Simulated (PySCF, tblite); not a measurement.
# Si4H10O2: geometry, infrared bands and NMR shifts

Aim: predict the infrared bands and NMR shifts of Si4H10O2 (`O[Si](O)([SiH3])[SiH2][SiH3]`).

Programs: tblite 0.8.0 and PySCF 2.14.0, with density-fitted response routines of our own. Each step states its level of theory. These are calculated values for one molecule in the gas phase, unless marked as measured. Atoms count from 0, in the outputs and in this text.

### Step 1. Starting geometry

16 atoms, charge 0, multiplicity 1; geometry from: force field or distance geometry start.

Bonds of the start (Å): O0–Si1 1.71, Si1–O2 1.69, Si1–Si3 2.24, Si1–Si4 2.25, Si4–Si5 2.21, O0–H6 1.00, O2–H7 0.98, Si3–H8 1.48, Si3–H9 1.45, Si3–H10 1.48, Si4–H11 1.46, Si4–H12 1.47, Si5–H13 1.47, Si5–H14 1.48, Si5–H15 1.46.

### Step 2. Geometry optimisation with GFN2-xTB

The job: settings as JSON, then the geometry in Å.

```
{"job": {"kind": "relax", "xc": "GFN2-xTB", "basis": "xTB"}, "charge": 0, "multiplicity": 1}
O     -1.031200    -1.722800    -0.989600
Si    -0.651600    -0.107100    -0.587200
O     -0.212900     0.836200    -1.924700
Si    -2.497900     0.801300     0.302600
Si     0.876400    -0.028800     1.068800
Si     2.934200    -0.331600     0.311500
H     -1.996800    -1.852500    -1.195500
H     -0.390500     0.373700    -2.775600
H     -2.965300    -0.182800     1.311200
H     -3.466100     1.042900    -0.751600
H     -2.051400     2.054200     0.942000
H      0.681900     1.241900     1.768500
H      0.543200    -1.093000     2.020100
H      3.176400     0.645000    -0.764100
H      3.868600     0.028200     1.401200
H      3.175400    -1.695800    -0.149000
```

Command:

```
$ OMP_NUM_THREADS=1 python probes_run.py task.json out
```

The driver reads the jobs from task.json and runs them one after another.

**Question.** This job is followed by: GFN2-xTB harmonic vibrations, gas phase; GIAO PBE0/pcSseg-1 NMR shielding, non-relativistic, gas phase. What will the session give for the following? strongest single infrared mode (GFN2-xTB); zero-point energy (GFN2-xTB); 1H shifts against TMS (PBE0/pcSseg-1, means over atoms taken as alike); 17O shifts against H2O (PBE0/pcSseg-1, means over atoms taken as alike); 29Si shifts against TMS (PBE0/pcSseg-1).

As calculated:

| quantity | value |
| --- | --- |
| strongest single infrared mode (GFN2-xTB) | 780 cm⁻¹, 832 km/mol |
| zero-point energy (GFN2-xTB) | 57.1 kcal/mol |
| 1H shifts against TMS (PBE0/pcSseg-1, means over atoms taken as alike) | 3.63, 3.29, 3.14, 1.41 ppm |
| 17O shifts against H2O (PBE0/pcSseg-1, means over atoms taken as alike) | 61.8 ppm |
| 29Si shifts against TMS (PBE0/pcSseg-1) | 25.8, -116.7, -122.8, -129.9 ppm |

Relaxing lowered the energy by 0.823 eV in 92 steps; the close pair that moved most is Si4–Si5, from 2.214 to 2.317 Å. All 42 modes are real, so the xTB geometry is a minimum. The strongest single mode, at 780 cm⁻¹, has its largest shares on H13, H15 and H14 (the list is cut at 3 atoms). GFN2-xTB is a fitted tight-binding method: band positions and strengths are rough. Its intensities can rank the bands wrongly. At PBE0/pcSseg-1: The widest tensor belongs to O0, O2: span 106 ppm, with a paramagnetic part of -116 ppm.
